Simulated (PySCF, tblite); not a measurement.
**C6H12ClFO: geometry, infrared bands and NMR shifts**

Aim: predict the infrared bands and NMR shifts of C6H12ClFO (`C[C@@H](F)CC[C@@H](Cl)CO`).

Computed with tblite 0.8.0 and PySCF 2.14.0, with density-fitted response routines of our own, on a single molecule in the gas phase. Atoms count from 0, in the outputs and in this text.

**1. Starting geometry**

21 atoms, charge 0, multiplicity 1; geometry from: force field or distance geometry start.

Bonds of the start (Å): C0–C1 1.50, C1–F2 1.37, C1–C3 1.53, C3–C4 1.54, C4–C5 1.53, C5–Cl6 1.80, C5–C7 1.54, C7–O8 1.43, C0–H9 1.11, C0–H10 1.09, C0–H11 1.09, C1–H12 1.11, C3–H13 1.09, C3–H14 1.09, C4–H15 1.10, C4–H16 1.10, C5–H17 1.09, C7–H18 1.10, C7–H19 1.10, O8–H20 0.98.

**2. Relaxing the molecule with GFN2-xTB**

Job settings and geometry (Å):

```
{"job": {"kind": "relax", "xc": "GFN2-xTB", "basis": "xTB"}, "charge": 0, "multiplicity": 1}
C     -3.342200     0.563400    -0.420000
C     -2.128500     0.060200     0.303000
F     -2.258900    -1.291100     0.494300
C     -0.842000     0.309300    -0.486900
C      0.385600    -0.216600     0.289900
C      1.687900    -0.072400    -0.509100
Cl     2.091400     1.666200    -0.772700
C      2.867900    -0.734500     0.231000
O      4.053100    -0.713500    -0.562900
H     -4.257500     0.342200     0.163300
H     -3.300500     1.645100    -0.583400
H     -3.464600     0.065600    -1.386600
H     -2.066800     0.517400     1.314500
H     -0.739200     1.372400    -0.686300
H     -0.907000    -0.209400    -1.440000
H      0.230300    -1.275300     0.527300
H      0.470100     0.310100     1.248000
H      1.589400    -0.515100    -1.505200
H      2.633400    -1.787700     0.434600
H      3.077300    -0.250700     1.191500
H      4.212000     0.231200    -0.782500
```

Launch:

```bash
$ OMP_NUM_THREADS=1 python probes_run.py task.json out
```

The driver reads the jobs from task.json and runs them one after another.

**Question.** This job is followed by: GFN2-xTB harmonic vibrations, gas phase; GIAO PBE0/pcSseg-1 NMR shielding, non-relativistic, gas phase. Predict these results of the whole session: strongest single infrared mode (GFN2-xTB); zero-point energy (GFN2-xTB); ¹³C shifts against TMS (PBE0/pcSseg-1); ¹H shifts against TMS (PBE0/pcSseg-1, means over atoms taken as alike); ¹⁹F shifts against CFCl3 (PBE0/pcSseg-1); ³⁵Cl shifts against HCl (PBE0/pcSseg-1); ¹⁷O shifts against H2O (PBE0/pcSseg-1); surface potential, 1st and 99th percentile.

**Answer**, as computed:

| quantity | value |
| --- | --- |
| strongest single infrared mode (GFN2-xTB) | 1096 cm⁻¹, 72 km/mol |
| zero-point energy (GFN2-xTB) | 108.4 kcal/mol |
| ¹³C shifts against TMS (PBE0/pcSseg-1) | 93.5, 76.5, 73.2, 40.4, 35.2, 24.3 ppm |
| ¹H shifts against TMS (PBE0/pcSseg-1, means over atoms taken as alike) | 4.63, 3.98, 3.89, 3.80, 2.07, 1.98, 1.79, 1.43, 1.42, 1.29 ppm |
| ¹⁹F shifts against CFCl3 (PBE0/pcSseg-1) | -210.1 ppm |
| ³⁵Cl shifts against HCl (PBE0/pcSseg-1) | 115 ppm |
| ¹⁷O shifts against H2O (PBE0/pcSseg-1) | 35.3 ppm |
| surface potential, 1st and 99th percentile | -1.47 V and 1.33 V |

In words: Relaxing lowered the energy by 0.077 eV in 47 steps; the close pair that moved most is C7–O8, from 1.427 to 1.398 Å. All 57 modes are real, so the xTB geometry is a minimum. The strongest single mode, at 1096 cm⁻¹, is spread over many atoms; the largest shares are those of C7, O8. GFN2-xTB is a fitted tight-binding method: band positions and strengths are rough. Its intensities can rank the bands wrongly. C1 (sp3 CH bonded to F) lies farthest downfield among carbon, at 93.5 ppm; deshielded by the electronegative neighbour. The most deshielded hydrogen is H12 (hydrogen on an sp3 CH bonded to F), at 4.63 ppm: its carbon carries F, hence the downfield position. At PBE0/pcSseg-1: Shielding is most anisotropic at Cl6 (span 435 ppm, paramagnetic term -315 ppm).
